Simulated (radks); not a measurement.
**Ar²⁺ in [Ne] 3s2 3p4: an all-electron calculation**

An exercise on one series of results from a longer session: the logs are not shown, and one member is left open.

Program: radks (a radial shooting solver on a logarithmic mesh, Libxc functionals) version 1. Level of theory: scalar-relativistic Kohn-Sham, Wu-Cohen GGA, spin-polarised, spherical densities, finite nucleus; open shells are filled with parallel spins first. These are calculated values, not measurements, unless marked.

### The atom as given

- element: argon (Z = 18)
- charge: +2
- electrons: 16
- configuration: [Ne] 3s2 3p4
- nuclear rms radius: 3.4274 fm

Outer shells as boxes (Hund's rule):

Ar²⁺
```
[Ne] core
3s [↑↓]
3p [↑↓][↑ ][↑ ]
```

Set-up of the first run:

Input:

```text
Z 18
configuration [Ne] 3s2 3p4 4s0 3d0 4p0 4f0
relativity scalar-relativistic
functional wc,pbe
spin polarised
nucleus finite rms 3.4274 fm
c 137.035999084
```

One of the session's tables, all rows but one given; the rest of the session is left out.

It belongs to the step «Shells». Sizes of the orbitals, from the radial functions (bohr):

```
  level      <r>  outermost maximum (interpolated)  90 % within  nodes
  1s up  0.08578                            0.0561        0.153      0
1s down  0.08577                            0.0561        0.153      0
  2s up   0.4143                             0.339        0.647      1
2s down        ?                                 ?            ?      ?
  2p up   0.3764                             0.280        0.624      0
2p down   0.3762                             0.281        0.623      0
  3s up    1.326                              1.15         1.98      2
3s down    1.333                              1.15         2.00      2
  3p up    1.457                              1.23         2.23      1
3p down    1.476                              1.23         2.27      1
  3d up    1.943                              1.46         3.19      0
3d down    2.073                              1.52         3.45      0
  4s up    3.498                              3.20         5.05      3
```

Q: Estimate the row for 2s down from the others.

The run gave: <r>: 0.4140; outermost maximum (interpolated): 0.339; 90 % within: 0.646; nodes: 1. In the column «<r>» it lies between 2p up (0.3764) and 2s up (0.4143).

Limits of these values: Open shells are spherical and high-spin; term and fine-structure splittings are not resolved.
